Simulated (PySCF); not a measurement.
# A diatomic session: CaSe+

What are the lowest state that PBE0 finds, the bond length, vibrational wavenumber and bond energy of CaSe+, and how much do these hang on the method?

The runs use PySCF 2.14.0; Ca def2-SVP, Se def2-SVP, no relativity.

## Step 1: Input

Settings of the job:

* atoms: Ca, Se
* charge: 1
* basis: Ca def2-SVP, Se def2-SVP
* Hamiltonian: no relativity
* basis functions: 56
* electrons treated: 53
* masses in u: 39.9626, 79.9165
* levels: PBE0, PBE, r²SCAN, r²SCANh, LDA, MN15, LC-ωPBE, HF, MP2, SCS-MP2, CCSD, CCSD(T)
* grid: 80 radial by 434 angular points
* occupations: held fixed by the projection of orbital angular momentum
* dissociation limit: Ca+ + Se, each in its ground configuration
* starting distance in angstrom: 2.805
* values of 2S to try: 1, 3

The run is started by

```
OMP_NUM_THREADS=1 python dia.py task.json out
```

After this run come: PBE0 along the bond; Excited determinants; PBE; r²SCAN (meta-GGA); r²SCANh; LDA (local density); MN15 (hybrid meta-GGA); LC-ωPBE; UHF (mean field); MP2 and coupled cluster.

Before running it: what results should come out? Wanted: for each run, Re; ωe; De; μ.

**Answer**, as computed:

Lowest PBE0 solution found, without spin–orbit coupling: ²Π (doublet), unpaired electrons π ↑. State 2 has its PBE0 minimum 0.70 eV higher. The other levels ran on the lowest alone.

```tsv
level	Re (Å)	ωe (cm⁻¹)	De (eV)	μ (D)
UHF	2.660	297.5	1.26	-14.76
UHF-MP2	2.643	293.4	1.92	n/a
UHF-SCS-MP2	2.649	291.5	1.90	n/a
UHF-CCSD	2.653	288.5	1.86	n/a
UHF-CCSD(T)	2.656	285.2	1.93	n/a
LDA	2.553	317	3.38	-11.65
PBE	2.592	303	2.94	-11.89
r²SCAN	2.591	311	2.90	-12.75
r²SCANh	2.591	312	2.80	-12.94
PBE0	2.587	310	2.70	-12.70
MN15	2.581	313	2.70	-13.09
LC-ωPBE	2.576	318	2.60	-13.47
```

De is counted to Ca+ + Se in their ground configurations. A positive dipole points from Ca to Se; in an ion it is taken about the centre of mass and does not tell which atom is negative.

Differences from CCSD(T) in the same basis:

```tsv
level	Re (mÅ)	ωe (%)
UHF	+4	+4.3
UHF-MP2	-13	+2.9
UHF-SCS-MP2	-7	+2.2
UHF-CCSD	-3	+1.2
LDA	-104	+11.1
PBE	-64	+6.3
r²SCAN	-65	+9.1
r²SCANh	-65	+9.5
PBE0	-69	+8.7
MN15	-75	+9.8
LC-ωPBE	-80	+11.5
```

What this shows: Judged by CCSD(T) in the same basis: best bond length UHF-CCSD (-3 mÅ), worst LDA (-104 mÅ); best wavenumber UHF-CCSD (+1.2 %), worst LC-ωPBE (+11.5 %). CCSD(T) in a basis this small is itself some way from its limit, more so than the functionals. Among the levels with a De in the table, it runs from 1.26 eV (UHF) to 3.38 eV (LDA).

Correlated steps freeze 14 core orbitals. At some levels the lowest empty orbital lies below the highest filled one (the two can be of opposite spin).
